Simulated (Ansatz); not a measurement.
**InNH2Cl (SMILES [NH2][In][Cl]): UMP2/def2-SVP (core potential)**

Aim: the vertical ionisation energy of InNH2Cl at UMP2/def2-SVP (core potential), from 2 runs. 

The calculation is run with Ansatz 0.2.0.

58 further runs of the same task are left out: 58 set aside as unsound or not needed.

### Step 1. The molecule

InNH2Cl: 5 atoms, total charge 0, spin state doublet. SMILES: `[NH2][In][Cl]`. Geometry: relaxed at PBE0-D4/def2-TZVP. This is one conformer, not always the lowest.

Bond lengths: N1–In2 2.072 Å, In2–Cl3 2.369 Å, N1–H4 1.015 Å, N1–H5 1.017 Å. Angles: N1–In2–Cl3 113.1°, In2–N1–H4 113.0°, In2–N1–H5 110.3°, H4–N1–H5 107.4°.

### Step 2. A single-point energy at UMP2/def2-SVP (core potential)

in.yaml

```yaml
crystal:
  periodic: [false, false, false]
  atoms:
    - symbol: N
      position_ang: [-0.142600, 0.808600, -0.493900]
    - symbol: In
      position_ang: [-0.411600, -1.217800, -0.153300]
    - symbol: Cl
      position_ang: [1.391500, -2.211500, 1.018700]
    - symbol: H
      position_ang: [-0.999700, 1.283800, -0.756700]
    - symbol: H
      position_ang: [0.212300, 1.263200, 0.343800]
basis:
  gaussian:
    orbitals: def2-SVP
magnetization:
  spin_polarized: true
  initial_magnetization: 1
correlation:
  method: mp2
  frozen_orbitals: {Cl: 5, H: 0, In: 4, "N": 1}
accuracy: high
```

On the command line:

```
$ ansatz run in.yaml --threads 1 --pin off --max-ram 2610MiB --events-out events.jsonl --progress --plain --runs-dir runs
```

Log:

```text
Warning: RAYON_NUM_THREADS=1 ignored (pool sized by the plan → 1); use --threads N
Functional definition: HF
  name "HF"
  exchange = exact_x
  correlation = 0
1544 factors; integrals over basis functions are off by at most 3.3e-9 eV
mean field evaluation 1: about -19158.2658 eV, gradient 2.4e1 eV
mean field evaluation 2: about -19158.2829 eV, gradient 2.4e1 eV
mean field evaluation 4: about -19161.4637 eV, gradient 2.3e0 eV
mean field evaluation 8: about -19161.5653 eV, gradient 1.5e-1 eV
mean field evaluation 16: about -19160.6732 eV, gradient 6.2e0 eV
mean field -19161.56601920 eV, -704.1745630297 hartree, gradient 5.3e-8 eV, S^2 0.770449; 1 other end points of the search recorded, 0 dependent functions left out
10 core orbitals not correlated: weight in the atoms' cores, before any rotation towards them, 1.000 or more for the frozen orbitals, at most 0.000 for the correlated occupied ones
reference -19161.56601920 eV, -704.1745630297 hartree; 14, 13 occupied and 44, 45 virtual orbitals, 1544 factors
second order -10.15199859 eV of doubles, -0.00000000 eV of singles
Total energy: -19171.71801779 eV, -704.5476420966 hartree
```

Run time: 3.3 s. Hardware: 1 thread of Arm Neoverse V1, shared host; peak memory 0.2 GiB.

### Step 3. The singlet cation, same level

in.yaml

```yaml
crystal:
  periodic: [false, false, false]
  atoms:
    - {symbol: "N", position_ang: [-0.142600, 0.808600, -0.493900]}
    - {symbol: In, position_ang: [-0.411600, -1.217800, -0.153300]}
    - {symbol: Cl, position_ang: [1.391500, -2.211500, 1.018700]}
    - {symbol: H, position_ang: [-0.999700, 1.283800, -0.756700]}
    - {symbol: H, position_ang: [0.212300, 1.263200, 0.343800]}
basis:
  gaussian:
    orbitals: def2-SVP
total_charge: 1
correlation:
  method: mp2
  frozen_orbitals: {Cl: 5, H: 0, In: 4, "N": 1}
accuracy: high
```

On the command line:

```
$ ansatz run in.yaml --threads 1 --pin off --max-ram 2610MiB --events-out events.jsonl --progress --plain --runs-dir runs
```

Log:

```text
Warning: RAYON_NUM_THREADS=1 ignored (pool sized by the plan → 1); use --threads N
[... 4 set-up lines as earlier in the session ...]
1543 factors; integrals over basis functions are off by at most 3.3e-9 eV
mean field evaluation 1: about -19146.6047 eV, gradient 5.1e1 eV
mean field evaluation 2: about -19146.6759 eV, gradient 5.1e1 eV
mean field evaluation 4: about -19153.2336 eV, gradient 4.5e0 eV
mean field evaluation 8: about -19153.3271 eV, gradient 4.8e-1 eV
mean field evaluation 16: about -19153.3296 eV, gradient 2.5e-8 eV
mean field -19153.32955600 eV, -703.8718785899 hartree, gradient 2.4e-8 eV, S^2 0.000000; 1 other end points of the search recorded, 0 dependent functions left out; unrestricted orbitals would lower it
10 core orbitals not correlated: weight in the atoms' cores, before any rotation towards them, 1.000 or more for the frozen orbitals, at most 0.000 for the correlated occupied ones
reference -19153.32955600 eV, -703.8718785899 hartree; 13, 13 occupied and 45, 45 virtual orbitals, 1543 factors
second order -10.37298048 eV of doubles, -0.00000000 eV of singles
Total energy: -19163.70253648 eV, -704.2530785914 hartree
```

Run time: 2.4 s. Hardware: 1 thread of Arm Neoverse V1, shared host; peak memory 0.17 GiB.

### Step 4. Outcome

Level: UMP2/def2-SVP (core potential), 10 core orbitals frozen.

| quantity | value |
| --- | --- |
| doublet InNH2Cl: total energy | -704.54764 Eh |
| doublet InNH2Cl: correlation energy (10 core orbitals frozen) | -373.1 mEh |
| doublet InNH2Cl: ⟨S²⟩ of the reference determinant | 0.770 |
| singlet cation: total energy | -704.25308 Eh |
| singlet cation: correlation energy (10 core orbitals frozen) | -381.2 mEh |
| vertical ionisation energy (to the singlet cation) | 8.015 eV |

In words: Removing an electron at fixed nuclei costs 8.02 eV (773 kJ/mol). Only the singlet of the ionised species was computed; a triplet could lie lower. The restricted solution (singlet cation) is unstable to spin breaking: an unrestricted one lies lower.
